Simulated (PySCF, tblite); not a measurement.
**C3H12O2Si2: geometry, infrared bands and NMR shifts**

Aim: predict the infrared bands and NMR shifts of C3H12O2Si2 (`CO[Si@H](C)O[SiH2]C`).

Programs: tblite 0.8.0 and PySCF 2.14.0, with density-fitted response routines of our own. Each step states its level of theory. These are calculated values for one molecule in the gas phase, unless marked as measured. Atoms count from 0, in the outputs and in this text.

### Step 1. The molecule as given

19 atoms, charge 0, multiplicity 1; geometry from: force field or distance geometry start.

Bonds of the start (Å): C0–O1 1.42, O1–Si2 1.66, Si2–C3 1.86, Si2–O4 1.65, O4–Si5 1.66, Si5–C6 1.85, C0–H7 1.10, C0–H8 1.09, C0–H9 1.10, Si2–H10 1.49, C3–H11 1.08, C3–H12 1.11, C3–H13 1.09, Si5–H14 1.49, Si5–H15 1.47, C6–H16 1.09, C6–H17 1.10, C6–H18 1.10.

### Step 2. Optimising the geometry with GFN2-xTB

What the job is given:

```
{"job": {"kind": "relax", "xc": "GFN2-xTB", "basis": "xTB"}, "charge": 0, "multiplicity": 1}
C     -1.653100     1.284200     2.088700
O     -2.049700     0.260500     1.184300
Si    -1.258500     0.152200    -0.273700
C     -2.003600    -1.151800    -1.365400
O      0.353400    -0.060700    -0.007400
Si     1.760800    -0.133300    -0.881400
C      3.242700    -0.473800     0.172300
H     -2.285200     1.217700     2.986100
H     -0.613300     1.170300     2.406000
H     -1.823200     2.276900     1.652900
H     -1.445000     1.462000    -0.952500
H     -1.522500    -1.185100    -2.336200
H     -1.894800    -2.147500    -0.893700
H     -3.066900    -0.984400    -1.518400
H      1.949400     1.164000    -1.587600
H      1.627500    -1.191200    -1.895500
H      4.156400    -0.516300    -0.421800
H      3.139500    -1.439400     0.697000
H      3.376500     0.305000     0.938700
```

On the command line:

```
OMP_NUM_THREADS=1 python probes_run.py task.json out
```

The driver reads the jobs from task.json and runs them one after another.

**Question.** This job is followed by: GFN2-xTB harmonic vibrations, gas phase; GIAO PBE0/pcSseg-1 NMR shielding, non-relativistic, gas phase. Predict these results of the whole session: strongest single infrared mode (GFN2-xTB); zero-point energy (GFN2-xTB); 13C shifts against TMS (PBE0/pcSseg-1); 1H shifts against TMS (PBE0/pcSseg-1, means over atoms taken as alike); 17O shifts against H2O (PBE0/pcSseg-1); 29Si shifts against TMS (PBE0/pcSseg-1); surface potential, 1st and 99th percentile.

As calculated:

```
                                                              quantity                                   value
                             strongest single infrared mode (GFN2-xTB)                   1071 cm⁻¹, 717 km/mol
                                          zero-point energy (GFN2-xTB)                           90.4 kcal/mol
                                13C shifts against TMS (PBE0/pcSseg-1)                      52.3, 1.1, 0.0 ppm
1H shifts against TMS (PBE0/pcSseg-1, means over atoms taken as alike)  5.24, 5.24, 4.93, 3.89, 0.38, 0.04 ppm
                                17O shifts against H2O (PBE0/pcSseg-1)                          63.1, 36.9 ppm
                               29Si shifts against TMS (PBE0/pcSseg-1)                        -25.2, -27.6 ppm
                                 surface potential, 1st and 99th percentile                      -1.20 V and 0.95 V
```

**Reading.** Over 147 steps the energy fell by 0.289 eV; of the close pairs, Si5–C6 changed most, 1.850 to 1.899 Å. The lowest mode is slightly imaginary (11i cm⁻¹), a soft motion within the noise of the Hessian, so the minimum is not strictly shown. The strongest single mode, at 1071 cm⁻¹, moves mainly O4. Unscaled tight-binding wavenumbers are off by several per cent, some by more. Its intensities can rank the bands wrongly. At PBE0/pcSseg-1: The widest tensor belongs to O1: span 114 ppm, with a paramagnetic part of -101 ppm.
